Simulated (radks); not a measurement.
**Ionisation of Si⁺: one atom, several choices of relativity**

The task here is to estimate one member of a computed series from the others.

Program: radks (a radial shooting solver on a logarithmic mesh, Libxc functionals) version 1. Level of theory: Kohn-Sham, PBE, spin-unpolarised, spherical densities. These are calculated values, not measurements, unless marked.

## Starting point

- element: silicon (Z = 14)
- charge: +1
- electrons: 13
- configuration: [Ne] 3s2 3p1
- ion: Si²⁺, [Ne] 3s2
- choices: non-relativistic; scalar-relativistic; Dirac, 2j+1 shares; Dirac, low j first; scalar-relativistic, finite nucleus; Dirac, 2j+1 shares, finite nucleus; Dirac, c × 3; Dirac, c × 1.5; Dirac, c × 100

The first run:

The run's settings:

```text
Z 14
configuration [Ne] 3s2 3p1 4s0 3d0
relativity non-relativistic
functional pbe,pbe
spin unpolarised
nucleus point
```

Among the steps run: non-relativistic: Si⁺.

One table of the session follows, with a row left open; its other results are not shown here.

It belongs to the step «non-relativistic: Si⁺». From the orbitals of this run (lengths in bohr):

| level | <r> | outermost maximum (interpolated) | 90 % within | nodes |
| --- | --- | --- | --- | --- |
| 1s | 0.1116 | 0.0730 | 0.199 | 0 |
| 2s | 0.5696 | 0.456 | 0.898 | 1 |
| 2p | ? | ? | ? | ? |
| 3s | 2.062 | 1.75 | 3.10 | 2 |
| 3p | 2.458 | 2.03 | 3.79 | 1 |
| 3d | 4.240 | 3.31 | 6.82 | 0 |

Estimate the missing values for 2p.

The run gave: <r>: 0.5377; outermost maximum (interpolated): 0.388; 90 % within: 0.903; nodes: 0. In the column «<r>» it lies between 1s (0.1116) and 2s (0.5696).

To keep in mind: Spin polarisation and multiplet splitting of open shells are left out at every level.
